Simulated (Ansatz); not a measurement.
# ScH5: the cost of one run

Computed with Ansatz 0.2.0 (DFT PBE, scalar-relativistic, plane waves, PAW, unless a step's input says otherwise).

## 1. Starting point

The structure is trigonal, space group R32 (No. 155). The conventional cell has a = 4.505 Å, b = 4.505 Å, c = 12.167 Å, α = 90.00°, β = 90.00°, γ = 120.00°. Around Sc (site symmetry 32) lie 12 H at 2.47 to 2.61 Å. H (site symmetry 2) is surrounded by 8 H at 2.44 to 2.59 Å and 2 Sc at 2.47 Å. H (site symmetry 3) is surrounded by 9 H at 2.54 to 2.62 Å and 3 Sc at 2.61 Å.

Structure file:

```cif
data_structure
_symmetry_space_group_name_H-M 'R32:H'
_symmetry_Int_Tables_number 155
_cell_length_a 4.5054
_cell_length_b 4.5054
_cell_length_c 12.1675
_cell_angle_alpha 90.000
_cell_angle_beta 90.000
_cell_angle_gamma 120.000
_cell_volume 213.89
loop_
_atom_site_label
_atom_site_type_symbol
_atom_site_symmetry_multiplicity
_atom_site_Wyckoff_symbol
_atom_site_fract_x
_atom_site_fract_y
_atom_site_fract_z
_atom_site_occupancy
Sc1 Sc 3 b 0.66667 0.33333 0.83333 1
H1 H 9 d 0.37885 0.37885 0.00000 1
H2 H 6 c 0.33333 0.66667 0.82170 1
```

A structure generator made this guess: species swapped into a database cell of Nd5Mg (R32, No. 155), with H on the Nd sites and Sc on the Mg sites. Lengths come from tabulated atomic sizes and are only a guess.

## 2. The guess as it stands, on a coarse mesh

input.yaml

```yaml
crystal:
  lattice:
    - [2.25270118, 1.30059763, 4.05582178]
    - [-2.25270118, 1.30059763, 4.05582178]
    - [0.0, -2.60119527, 4.05582178]
  atoms:
    - { symbol: Sc, position: [0.5, 0.5, 0.5] }
    - { symbol: H, position: [0.37885183, 0.0, 0.62114817] }
    - { symbol: H, position: [0.62114817, 0.37885183, 0.0] }
    - { symbol: H, position: [0.0, 0.62114817, 0.37885183] }
    - { symbol: H, position: [0.15502895, 0.15502895, 0.15502895] }
    - { symbol: H, position: [0.84497105, 0.84497105, 0.84497105] }
basis:
  ecutwfc: 420
kpoints:
  mp_grid: { grid: [6, 6, 6] }
hamiltonian:
  xc: pbe
scf:
  occupations: { method: gaussian, width: 0.1 }
  lower_state_search: "off"
output:
  forces: true
  stress: true
  eigenvalues: true
```

Started as:

```
$ ansatz run input.yaml --threads 1 --pin off --max-ram 2560MiB --backend cpu --events-out ev --progress --plain --runs-dir out
```

Q: Estimate wall time and peak memory on 1 thread of Intel Xeon at 2.50GHz (Skylake/Cascade Lake), shared host.

About 5.5 s, with a peak of 0.38 GiB.
